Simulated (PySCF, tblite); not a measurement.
**C3H8AsB: geometry, infrared bands, NMR shifts and spin-spin couplings**

Wanted: the infrared bands, NMR shifts and spin-spin couplings of C3H8AsB (`C/C=C\B[AsH2]`), by calculation.

The runs use tblite 0.8.0 and PySCF 2.14.0, with density-fitted response routines of our own; the level of theory stands in each step. All values are computed, except where a source is named. Atoms count from 0, in the outputs and in this text.

### 1 Starting geometry

13 atoms, charge 0, multiplicity 1; geometry from: force field or distance geometry start.

Bonds of the start (Å): C0–C1 1.47, C1–C2 1.32, C2–B3 1.55, B3–As4 2.03, C0–H5 1.13, C0–H6 1.10, C0–H7 1.09, C1–H8 1.09, C2–H9 1.10, B3–H10 1.17, As4–H11 1.56, As4–H12 1.56.

### 2 Geometry optimisation with GFN2-xTB

What the job is given:

```
{"job": {"kind": "relax", "xc": "GFN2-xTB", "basis": "xTB"}, "charge": 0, "multiplicity": 1}
C     -1.507600    -0.490500     0.337000
C     -1.168600     0.892000    -0.029100
C     -0.004900     1.264100    -0.541900
B      1.140500     0.273100    -0.866800
As     1.696500    -1.051100     0.574100
H     -2.611300    -0.617800     0.111500
H     -1.393300    -0.603700     1.427000
H     -0.974500    -1.246000    -0.242200
H     -1.903800     1.668100     0.162200
H      0.119500     2.335500    -0.763300
H      1.813100     0.528200    -1.794500
H      2.062100    -2.456100     0.011400
H      2.727800    -0.495300     1.596900
```

On the command line:

```
OMP_NUM_THREADS=1 python probes_run.py task.json out
```

This one command runs all jobs of the session in turn.

**Question.** This job is followed by: GFN2-xTB harmonic vibrations, gas phase; GIAO PBE0/pcSseg-1 NMR shielding, non-relativistic, gas phase; B3LYP/pcJ-1 As:pcSseg-1 indirect spin-spin coupling, non-relativistic, gas phase. What will the session give for the following? strongest single infrared mode (GFN2-xTB); zero-point energy (GFN2-xTB); ¹³C shifts against TMS (PBE0/pcSseg-1); ¹H shifts against TMS (PBE0/pcSseg-1, means over atoms taken as alike); ¹¹B shifts against BF3·OEt2 (PBE0/pcSseg-1); ⁷⁵As shifts against AsH3 (PBE0/pcSseg-1); largest coupling of the table (B3LYP/pcSseg-1+pcJ-1).

**Answer**, as computed:

| quantity | value |
| --- | --- |
| strongest single infrared mode (GFN2-xTB) | 1913 cm⁻¹, 821 km/mol |
| zero-point energy (GFN2-xTB) | 59.7 kcal/mol |
| ¹³C shifts against TMS (PBE0/pcSseg-1) | 155.5, 147.7, 24.4 ppm |
| ¹H shifts against TMS (PBE0/pcSseg-1, means over atoms taken as alike) | 9.05, 7.18, 6.88, 3.12, 2.12 ppm |
| ¹¹B shifts against BF3·OEt2 (PBE0/pcSseg-1) | 92.8 ppm |
| ⁷⁵As shifts against AsH3 (PBE0/pcSseg-1) | 219 ppm |
| largest coupling of the table (B3LYP/pcSseg-1+pcJ-1) | ¹J(C,H) C1–H8, 159.2 Hz |

Over 128 steps the energy fell by 1.475 eV; of the close pairs, As4–H11 changed most, 1.557 to 1.500 Å. All 33 modes are real, so the xTB geometry is a minimum. The strongest single mode, at 1913 cm⁻¹, moves mainly H11. Unscaled tight-binding wavenumbers are off by several per cent, some by more. Its intensities can rank the bands wrongly. At PBE0/pcSseg-1: Shielding is most anisotropic at As4 (span 322 ppm, paramagnetic term -1108 ppm). Of the pairs tabulated at B3LYP/pcSseg-1+pcJ-1, C1–H8 couples most strongly (159.2 Hz; Fermi contact 158.4 Hz). Couplings across rotatable bonds belong to this one conformer; where others are populated, the observed values are averages. Spin-orbit coupling is left out, which matters for shieldings and couplings at and beside the heavy atoms.
